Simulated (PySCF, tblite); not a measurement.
# C₇H₁₃P: geometry, infrared bands and NMR shifts

Aim: predict the infrared bands and NMR shifts of C₇H₁₃P (`C=[P@]1(C)C=C(C)CC1`).

The runs use tblite 0.8.0 and PySCF 2.14.0, with density-fitted response routines of our own; the level of theory stands in each step. All values are computed, except where a source is named. Atoms count from 0, in the outputs and in this text.

## Step 1: The starting structure

21 atoms, charge 0, multiplicity 1; geometry from: force field or distance geometry start.

Bonds of the start (Å): C0–P1 1.71, P1–C2 1.73, P1–C3 1.71, C3–C4 1.35, C4–C5 1.49, C4–C6 1.51, C6–C7 1.54, C7–P1 1.78, C0–H8 1.10, C0–H9 1.09, C2–H10 1.10, C2–H11 1.09, C2–H12 1.10, C3–H13 1.07, C5–H14 1.09, C5–H15 1.10, C5–H16 1.10, C6–H17 1.10, C6–H18 1.09, C7–H19 1.10, C7–H20 1.10.

## Step 2: Relaxing the molecule with GFN2-xTB

What the job is given:

```
{"job": {"kind": "relax", "xc": "GFN2-xTB", "basis": "xTB"}, "charge": 0, "multiplicity": 1}
C     -1.525100    -0.317400    -1.744800
P     -1.102500    -0.030800    -0.108300
C     -2.553000     0.150800     0.811400
C      0.128600     1.143100     0.091000
C      1.329700     0.552800     0.289000
C      2.614900     1.280500     0.463300
C      1.340200    -0.961300     0.257500
C     -0.117000    -1.444600     0.331100
H     -2.265000    -1.087100    -2.018800
H     -1.091200     0.266900    -2.558800
H     -3.230600    -0.707000     0.681500
H     -2.361800     0.249000     1.880400
H     -3.120200     1.047700     0.508100
H     -0.002700     2.209200     0.078800
H      3.320600     1.022900    -0.326400
H      2.477600     2.368000     0.453600
H      3.069200     1.024700     1.433300
H      1.907000    -1.377800     1.103200
H      1.808000    -1.305400    -0.661400
H     -0.279600    -2.316700    -0.311600
H     -0.356100    -1.750500     1.357600
```

On the command line:

```sh
$ OMP_NUM_THREADS=1 python probes_run.py task.json out
```

This one command runs all jobs of the session in turn.

**Question.** This job is followed by: GFN2-xTB harmonic vibrations, gas phase; GIAO PBE0/pcSseg-1 NMR shielding, non-relativistic, gas phase. What will the session give for the following? strongest single infrared mode (GFN2-xTB); zero-point energy (GFN2-xTB); 13C shifts against TMS (PBE0/pcSseg-1); 1H shifts against TMS (PBE0/pcSseg-1, means over atoms taken as alike); 31P shifts against H3PO4 (PBE0/pcSseg-1); surface potential, 1st and 99th percentile.

As calculated:

```
                                                              quantity                                               value
                             strongest single infrared mode (GFN2-xTB)                                1018 cm⁻¹, 96 km/mol
                                          zero-point energy (GFN2-xTB)                                      110.0 kcal/mol
                                13C shifts against TMS (PBE0/pcSseg-1)       165.0, 133.4, 39.7, 39.1, 23.9, 17.2, 3.5 ppm
1H shifts against TMS (PBE0/pcSseg-1, means over atoms taken as alike)  5.85, 2.55, 2.47, 1.98, 1.69, 1.48, 1.41, 0.12 ppm
                              31P shifts against H3PO4 (PBE0/pcSseg-1)                                            19.0 ppm
                                 surface potential, 1st and 99th percentile                                  -2.11 V and 0.93 V
```

**Reading.** Relaxing lowered the energy by 1.327 eV in 191 steps; the close pair that moved most is P1–C7, from 1.779 to 1.902 Å. No mode is imaginary among the 57: a minimum at this level. The strongest single mode, at 1018 cm⁻¹, is spread over several atoms, P1, C0, H14 among them. GFN2-xTB is a fitted tight-binding method: band positions and strengths are rough. Its intensities can rank the bands wrongly. The most deshielded hydrogen is H13 (hydrogen on an alkene CH), at 5.85 ppm: a vinylic proton, deshielded by the sp2 carbon and the C=C anisotropy.
